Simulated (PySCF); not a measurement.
# C2H6OSSi: electronic excitations at several levels of theory

How much do the electronic excitations of C2H6OSSi (`[SiH3]O[C@H]1CS1`) depend on the level of theory, and what does each level cost?

The runs use PySCF 2.14.0, with density-fitted response routines of our own; the level of theory stands in each step. All values are computed, except where a source is named. Atoms are numbered from 0 throughout.

## Step 1: The molecule as given

11 atoms, charge 0, multiplicity 1; geometry from: GFN2-xTB. The atoms were then displaced at random by about 0.01 Å, so the start is not that level's minimum.

Bonds of the start (Å): Si0–O1 1.66, O1–C2 1.36, C2–C3 1.43, C3–S4 1.80, S4–C2 1.81, Si0–H5 1.48, Si0–H6 1.46, Si0–H7 1.43, C2–H8 1.09, C3–H9 1.11, C3–H10 1.09.

## Step 2: Optimising the geometry at PBE0-D3(BJ)/def2-SVP

Job settings and geometry (Å):

```
{"job": {"xc": "PBE0", "basis": "def2-SVP", "d3": "d3bj", "grid": 1, "shake": 0.01, "kind": "geom"}, "charge": 0, "multiplicity": 1}
Si     1.945280     0.416840    -0.012970
O      0.369960     0.248990     0.476210
C     -0.619520    -0.554220     0.005110
C     -1.951750    -0.035090    -0.065440
S     -1.225320    -0.313200    -1.684080
H      1.955110     0.901820    -1.407160
H      2.321760     1.436560     0.966150
H      2.654790    -0.825540     0.091240
H     -0.454400    -1.600410     0.265580
H     -2.809410    -0.701110     0.187560
H     -2.148400     0.999520     0.202060
```

Launch:

```bash
> OMP_NUM_THREADS=1 python probes_run.py task.json out
```

This one command runs all jobs of the session in turn.

Log:

```text
step   0  E = -841.95732735  max force = 0.043243
step   1  E = -841.96409004  max force = 0.007133
step   2  E = -841.96440130  max force = 0.002159
step   3  E = -841.96446820  max force = 0.001222
step   4  E = -841.96449187  max force = 0.000947
step   5  E = -841.96450147  max force = 0.000584
step   6  E = -841.96450598  max force = 0.000492
step   7  E = -841.96450905  max force = 0.000414
optimisation converged
```

Wall time 29 s (1 thread of Arm Neoverse V2, shared host); peak memory 0.45 GiB.

The steps of the relaxation:

```csv
step,energy from step 0 (eV),largest force component (eV/Å)
0,0.0000,2.2236
1,-0.1840,0.3668
2,-0.1925,0.1110
3,-0.1943,0.0628
4,-0.1950,0.0487
5,-0.1952,0.0300
6,-0.1953,0.0253
7,-0.1954,0.0213
```

Close pairs (by a distance rule), those that changed most:

```csv
bond,before (Å),after (Å),change (Å)
Si0–H7,1.434,1.496,+0.061
C2–C3,1.432,1.471,+0.040
Si0–O1,1.658,1.682,+0.024
Si0–H6,1.463,1.486,+0.023
C3–S4,1.796,1.817,+0.021
C2–S4,1.811,1.831,+0.021
C3–H9,1.115,1.095,-0.020
Si0–H5,1.476,1.490,+0.014
```

The final coordinates are the input of the step that follows.

```csv
at the end point,value
point group (found at 0.08 Å tolerance),C1
"rotational constants (GHz, main isotopes)","7.476, 1.853, 1.588"
dipole moment (D),1.22
```

## Step 3: Ultraviolet spectrum: PBE0/def2-TZVP

Job settings and geometry (Å):

```
{"job": {"kind": "uv", "xc": "PBE0", "basis": "def2-TZVP"}, "charge": 0, "multiplicity": 1}
Si     2.028832     0.152502    -0.358424
O      0.443089     0.015241     0.186259
C     -0.456509    -0.859663    -0.357150
C     -1.853796    -0.413005    -0.471024
S     -1.029840    -0.609177    -2.078457
H      2.057667     0.606826    -1.777438
H      2.667700     1.150062     0.538317
H      2.718618    -1.169558    -0.244680
H     -0.266507    -1.915059    -0.114407
H     -2.659253    -1.122820    -0.254791
H     -2.046534     0.620723    -0.165720
```

Method: TDDFT PBE0/def2-TZVP, vertical, gas phase, core orbitals frozen in the response.

Log:

```text
coarse grid: 10232 points
cycle   1  E = -842.3075503156  dE =  5.493e-01  |g| = 6.308e-01  |ddm| = 2.527e+00
cycle   2  E = -842.1970671770  dE =  1.105e-01  |g| = 1.008e+00  |ddm| = 1.100e+00
cycle   3  E = -842.3770144036  dE = -1.799e-01  |g| = 9.317e-02  |ddm| = 7.765e-01
cycle   4  E = -842.3784281396  dE = -1.414e-03  |g| = 5.280e-02  |ddm| = 1.245e-01
cycle   5  E = -842.3790989522  dE = -6.708e-04  |g| = 1.403e-02  |ddm| = 5.009e-02
cycle   6  E = -842.3791428571  dE = -4.390e-05  |g| = 3.865e-03  |ddm| = 1.168e-02
cycle   7  E = -842.3791463255  dE = -3.468e-06  |g| = 9.835e-04  |ddm| = 3.286e-03
final grid: 89528 points
cycle   8  E = -842.3756516337  dE = -2.260e-05  |g| = 1.076e-02  |ddm| = 3.653e-02
cycle   9  E = -842.3756165306  dE =  3.510e-05  |g| = 1.616e-02  |ddm| = 1.547e-02
cycle  10  E = -842.3756738762  dE = -5.735e-05  |g| = 1.082e-03  |ddm| = 1.057e-02
cycle  11  E = -842.3756741556  dE = -2.794e-07  |g| = 3.574e-04  |ddm| = 9.859e-04
cycle  12  E = -842.3756741805  dE = -2.496e-08  |g| = 8.999e-05  |ddm| = 2.885e-04
cycle  13  E = -842.3756741821  dE = -1.535e-09  |g| = 2.839e-05  |ddm| = 9.644e-05
cycle  14  E = -842.3756741823  dE = -2.237e-10  |g| = 5.585e-06  |ddm| = 3.374e-05
converged SCF energy = -842.3756741823

Static polarisability (au): isotropic 69.314, principal 58.324 68.906 80.711

Singlet excitations
state   eV       nm        f      main configurations
  1   4.9542    250.3   0.00048   H->L 0.75, H->L+1 0.24
  2   5.9800    207.3   0.01329   H->L+1 0.73, H->L 0.23
  3   6.6387    186.8   0.00746   H->L+2 0.89
  4   6.9031    179.6   0.03435   H-1->L 0.83
  5   7.1281    173.9   0.01688   H-1->L+1 0.71, H->L+3 0.13
  6   7.2381    171.3   0.03150   H->L+3 0.57, H->L+6 0.09, H-1->L+1 0.09
  7   7.2713    170.5   0.00446   H->L+4 0.84
  8   7.3462    168.8   0.02331   H-2->L 0.83
  9   7.5693    163.8   0.00080   H->L+5 0.66, H->L+3 0.15, H->L+6 0.08
 10   7.6185    162.7   0.01463   H-2->L+1 0.81

Triplet excitations (Tamm-Dancoff, eV): 4.4588 5.6258 5.6728 5.9211
```

Wall time 21 s (1 thread of Arm Neoverse V2, shared host); peak memory 0.82 GiB.

The orbitals next to the gap, with their largest atomic shares:

```csv
orbital,eV,atoms
HOMO−3,-9.44,"S4 24 %, Si0 22 %, C3 16 %"
HOMO−2,-8.71,"O1 31 %, C3 18 %, C2 15 %"
HOMO−1,-8.12,"S4 36 %, O1 27 %, C2 19 %"
HOMO,-6.75,"S4 82 %, C3 6 %, C2 4 %"
LUMO,-0.01,"S4 33 %, Si0 31 %, C3 13 %"
LUMO+1,0.26,"Si0 53 %, S4 21 %, C3 8 %"
LUMO+2,1.25,"S4 32 %, Si0 24 %, C2 17 %"
```

With each of the 10 states as a Gaussian band of 0.4 eV half-width at 1/e, the curve within the window shown has maxima at 206 nm (ε 570), 173 nm (ε 4,000) L/(mol cm). Beyond the last state computed it falls off for lack of states. The curve at chosen wavelengths:

nm, ε (L/mol/cm) and a bar:
```
      157        574 ####
      162       1692 #############
      167       3137 ########################
      172       3960 ##############################
      177       3663 ############################
      183       2446 ###################
      188       1439 ###########
      193        806 ######
      198        575 ####
      203        564 ####
      208        563 ####
      213        476 ####
      218        330 ##
      224        168 #
      229         83 #
      234         41 
      239         25 
      244         21 
      249         20 
      254         19 
      259         17 
      265         12 
      270          9 
      275          6 
      280          4 
      285          2
```

Further results of this job:

```csv
property,computed
dipole moment (D),1.28
polarisability (Å³),10.27
HOMO–LUMO gap (eV),6.75
−ε(HOMO) (eV),6.75
```

## Step 4: TDDFT and polarisability: PBE0/aug-cc-pVDZ

The job, as its differences from that of step 3:

```diff
@@ -1,2 +1,2 @@
-{"job": {"kind": "uv", "xc": "PBE0", "basis": "def2-TZVP"}, "charge": 0, "multiplicity": 1}
+{"job": {"kind": "uv", "xc": "PBE0", "basis": "aug-cc-pVDZ"}, "charge": 0, "multiplicity": 1}
 Si     2.028832     0.152502    -0.358424
```

Level: TDDFT PBE0/aug-cc-pVDZ, vertical, gas phase, core orbitals frozen in the response.

Log:

```text
coarse grid: 10232 points
cycle   1  E = -842.2280321685  dE =  5.993e-01  |g| = 5.875e-01  |ddm| = 7.429e+00
cycle   2  E = -842.1231160000  dE =  1.049e-01  |g| = 9.518e-01  |ddm| = 2.137e+00
cycle   3  E = -842.2942822510  dE = -1.712e-01  |g| = 8.368e-02  |ddm| = 1.235e+00
cycle   4  E = -842.2956074534  dE = -1.325e-03  |g| = 4.420e-02  |ddm| = 2.540e-01
cycle   5  E = -842.2961308216  dE = -5.234e-04  |g| = 1.321e-02  |ddm| = 9.270e-02
cycle   6  E = -842.2961750368  dE = -4.422e-05  |g| = 2.475e-03  |ddm| = 2.952e-02
cycle   7  E = -842.2961765554  dE = -1.519e-06  |g| = 8.116e-04  |ddm| = 5.543e-03
final grid: 89528 points
cycle   8  E = -842.3079910527  dE = -4.934e-06  |g| = 9.530e-03  |ddm| = 1.032e-01
cycle   9  E = -842.3079576863  dE =  3.337e-05  |g| = 1.489e-02  |ddm| = 4.144e-02
cycle  10  E = -842.3080125140  dE = -5.483e-05  |g| = 6.861e-04  |ddm| = 2.467e-02
cycle  11  E = -842.3080126430  dE = -1.290e-07  |g| = 2.863e-04  |ddm| = 1.483e-03
cycle  12  E = -842.3080126602  dE = -1.717e-08  |g| = 4.664e-05  |ddm| = 4.906e-04
cycle  13  E = -842.3080126606  dE = -4.738e-10  |g| = 1.757e-05  |ddm| = 1.262e-04
converged SCF energy = -842.3080126606

Static polarisability (au): isotropic 74.979, principal 64.553 73.938 86.445

Singlet excitations
state   eV       nm        f      main configurations
  1   4.9827    248.8   0.00075   H->L+1 0.51, H->L 0.37
  2   5.6817    218.2   0.01904   H->L 0.56, H->L+1 0.40
  3   5.9595    208.0   0.01480   H->L+2 0.56, H->L+4 0.32
  4   6.1055    203.1   0.01260   H->L+3 0.56, H->L+2 0.26, H->L+4 0.09
  5   6.3644    194.8   0.01301   H->L+4 0.46, H->L+3 0.34, H->L+2 0.11
  6   6.4092    193.4   0.00468   H->L+5 0.67, H->L+6 0.11
  7   6.7664    183.2   0.01174   H-1->L 0.83
  8   6.8675    180.5   0.00298   H->L+6 0.36, H-1->L+1 0.27, H->L+7 0.19
  9   6.9234    179.1   0.03003   H-1->L+1 0.55, H->L+6 0.27
 10   6.9750    177.8   0.01156   H->L+7 0.72, H->L+6 0.15

Triplet excitations (Tamm-Dancoff, eV): 4.5501 5.3955 5.6348 5.7703
```

Run time: 19 s. Hardware: 1 thread of Arm Neoverse V2, shared host; peak memory 0.78 GiB.

In short: HOMO -6.77 eV, LUMO -0.18 eV; lowest singlet 4.98 eV.

## Step 5: TDDFT and polarisability: PBE0/def2-TZVPD

The job, as its differences from that of step 4:

```diff
@@ -1,2 +1,2 @@
-{"job": {"kind": "uv", "xc": "PBE0", "basis": "aug-cc-pVDZ"}, "charge": 0, "multiplicity": 1}
+{"job": {"kind": "uv", "xc": "PBE0", "basis": "def2-TZVPD"}, "charge": 0, "multiplicity": 1}
 Si     2.028832     0.152502    -0.358424
```

With the program's defaults for keys left out, this is: TDDFT PBE0/def2-TZVPD, vertical, gas phase, core orbitals frozen in the response.

Log:

```text
coarse grid: 10232 points
cycle   1  E = -842.3092187261  dE =  5.495e-01  |g| = 6.301e-01  |ddm| = 3.068e+00
cycle   2  E = -842.1958059922  dE =  1.134e-01  |g| = 1.014e+00  |ddm| = 1.104e+00
cycle   3  E = -842.3784699632  dE = -1.827e-01  |g| = 9.488e-02  |ddm| = 6.311e-01
cycle   4  E = -842.3799156028  dE = -1.446e-03  |g| = 5.437e-02  |ddm| = 1.576e-01
cycle   5  E = -842.3806331532  dE = -7.176e-04  |g| = 1.407e-02  |ddm| = 6.386e-02
cycle   6  E = -842.3806769554  dE = -4.380e-05  |g| = 3.995e-03  |ddm| = 1.903e-02
cycle   7  E = -842.3806806763  dE = -3.721e-06  |g| = 9.945e-04  |ddm| = 4.926e-03
final grid: 89528 points
cycle   8  E = -842.3771878833  dE = -2.446e-05  |g| = 1.080e-02  |ddm| = 1.277e-01
cycle   9  E = -842.3771522726  dE =  3.561e-05  |g| = 1.624e-02  |ddm| = 2.057e-02
cycle  10  E = -842.3772102949  dE = -5.802e-05  |g| = 1.088e-03  |ddm| = 1.344e-02
cycle  11  E = -842.3772105791  dE = -2.842e-07  |g| = 3.600e-04  |ddm| = 1.730e-03
cycle  12  E = -842.3772106044  dE = -2.530e-08  |g| = 9.399e-05  |ddm| = 3.469e-04
cycle  13  E = -842.3772106061  dE = -1.670e-09  |g| = 2.960e-05  |ddm| = 1.286e-04
cycle  14  E = -842.3772106063  dE = -2.381e-10  |g| = 5.715e-06  |ddm| = 4.408e-05
converged SCF energy = -842.3772106063

Static polarisability (au): isotropic 74.979, principal 64.782 73.901 86.254

Singlet excitations
state   eV       nm        f      main configurations
  1   4.8672    254.7   0.00054   H->L 0.81, H->L+1 0.14
  2   5.7731    214.8   0.01803   H->L+1 0.81, H->L 0.14
  3   6.0430    205.2   0.02278   H->L+3 0.51, H->L+2 0.41
  4   6.2884    197.2   0.00948   H->L+3 0.44, H->L+2 0.38, H->L+4 0.12
  5   6.5597    189.0   0.01755   H->L+4 0.77, H->L+2 0.13
  6   6.6315    187.0   0.00428   H->L+5 0.83
  7   6.7665    183.2   0.02937   H-1->L 0.82
  8   6.9117    179.4   0.01434   H-1->L+1 0.83
  9   7.0457    176.0   0.01923   H->L+6 0.58, H->L+7 0.26
 10   7.1906    172.4   0.00496   H->L+7 0.52, H->L+6 0.25, H-2->L 0.20

Triplet excitations (Tamm-Dancoff, eV): 4.4064 5.3587 5.6183 5.7152
```

It took 36 s on 1 thread of Arm Neoverse V2, shared host; peak memory 0.98 GiB.

This run: HOMO -6.79 eV, LUMO -0.20 eV; lowest singlet 4.87 eV.

## Step 6: Ultraviolet spectrum: PBE0/6-31+G*

The job, as its differences from that of step 5:

```diff
@@ -1,2 +1,2 @@
-{"job": {"kind": "uv", "xc": "PBE0", "basis": "def2-TZVPD"}, "charge": 0, "multiplicity": 1}
+{"job": {"kind": "uv", "xc": "PBE0", "basis": "6-31+G*"}, "charge": 0, "multiplicity": 1}
 Si     2.028832     0.152502    -0.358424
```

With the program's defaults for keys left out, this is: TDDFT PBE0/6-31+G*, vertical, gas phase, core orbitals frozen in the response.

Log:

```text
coarse grid: 10232 points
cycle   1  E = -842.2478053190  dE =  5.767e-01  |g| = 5.750e-01  |ddm| = 3.902e+00
cycle   2  E = -842.1525294683  dE =  9.528e-02  |g| = 9.184e-01  |ddm| = 2.866e+00
cycle   3  E = -842.3131872547  dE = -1.607e-01  |g| = 7.924e-02  |ddm| = 1.955e+00
cycle   4  E = -842.3144201247  dE = -1.233e-03  |g| = 4.123e-02  |ddm| = 2.545e-01
cycle   5  E = -842.3148836906  dE = -4.636e-04  |g| = 1.207e-02  |ddm| = 1.029e-01
cycle   6  E = -842.3149198341  dE = -3.614e-05  |g| = 2.372e-03  |ddm| = 1.957e-02
cycle   7  E = -842.3149212491  dE = -1.415e-06  |g| = 6.957e-04  |ddm| = 8.175e-03
final grid: 89528 points
cycle   8  E = -842.2531582851  dE = -1.800e-06  |g| = 9.488e-03  |ddm| = 4.534e-02
cycle   9  E = -842.2531266415  dE =  3.164e-05  |g| = 1.464e-02  |ddm| = 3.600e-02
cycle  10  E = -842.2531802256  dE = -5.358e-05  |g| = 5.813e-04  |ddm| = 2.619e-02
cycle  11  E = -842.2531803121  dE = -8.647e-08  |g| = 2.343e-04  |ddm| = 2.047e-03
cycle  12  E = -842.2531803238  dE = -1.170e-08  |g| = 4.458e-05  |ddm| = 3.870e-04
cycle  13  E = -842.2531803242  dE = -4.125e-10  |g| = 1.695e-05  |ddm| = 1.390e-04
converged SCF energy = -842.2531803242

Static polarisability (au): isotropic 67.186, principal 58.133 65.636 77.789

Singlet excitations
state   eV       nm        f      main configurations
  1   4.9572    250.1   0.00055   H->L 0.58, H->L+1 0.36
  2   5.7494    215.6   0.02009   H->L+1 0.59, H->L 0.37
  3   6.1022    203.2   0.02094   H->L+3 0.66, H->L+2 0.23
  4   6.2821    197.4   0.00437   H->L+2 0.63, H->L+3 0.28
  5   6.6680    185.9   0.01236   H->L+4 0.79, H->L+2 0.10
  6   6.7498    183.7   0.00996   H->L+5 0.81
  7   6.8317    181.5   0.02064   H-1->L 0.81, H-1->L+1 0.09
  8   6.9959    177.2   0.04050   H-1->L+1 0.82
  9   7.3045    169.7   0.02789   H-2->L 0.76, H->L+6 0.14
 10   7.3266    169.2   0.00898   H->L+6 0.64, H-2->L 0.16

Triplet excitations (Tamm-Dancoff, eV): 4.5134 5.4273 5.7002 5.7754
```

It took 10 s on 1 thread of Arm Neoverse V2, shared host; peak memory 0.58 GiB.

Key values: HOMO -6.76 eV, LUMO -0.15 eV; lowest singlet 4.96 eV.

## Step 7: Run by run: electronic excitations

Excitations and ground-state properties, with basis size and wall time:

```csv
run,lowest singlet (eV),brightest (eV),f,gap (eV),α (Å³),μ (D),functions,time
PBE0/def2-TZVP,4.95,6.90,0.034,6.75,10.27,1.28,203,21 s
PBE0/aug-cc-pVDZ,4.98,6.92,0.030,6.59,11.11,1.31,177,19 s
PBE0/def2-TZVPD,4.87,6.77,0.029,6.59,11.11,1.26,257,36 s
PBE0/6-31+G*,4.96,7.00,0.041,6.61,9.96,1.34,110,10 s
```

## Step 8: Results

```
                                quantity                        value
                             point group                           C1
    rotational constants (main isotopes)         7.48, 1.85, 1.59 GHz
         lowest singlet (PBE0/def2-TZVP)  4.95 eV (250 nm), f = 0.000
brightest single state of those computed  state 4, 6.90 eV, f = 0.034
                          lowest triplet                      4.46 eV
             range of the lowest singlet              4.87 to 4.98 eV
```

In words: Single values in the summary come from the first run of each kind that ended normally (PBE0/def2-TZVP), which need not be the best level. Over 7 steps the energy fell by 0.195 eV; of the close pairs, Si0–H7 changed most, 1.434 to 1.496 Å. The first singlet state (HOMO→LUMO 0.75, HOMO→LUMO+1 0.24) lies at 4.95 eV and is dark; of the 10 states computed, the strongest absorption comes from state 4 at 6.90 eV. The lowest triplet lies 0.50 eV below the lowest singlet (triplets in Tamm-Dancoff, singlets in full TDDFT). States above −ε(HOMO) lie where TDDFT describes them poorly and they hang on the basis; the brightest is among them. The basis of PBE0/def2-TZVP has no diffuse functions, so Rydberg states are missing and the high states are unreliable. The lowest singlet runs from 4.87 eV (PBE0/def2-TZVPD) to 4.98 eV (PBE0/aug-cc-pVDZ), while the orbital gap spans 6.59 to 6.75 eV. The lowest state need not be the same one in every run.
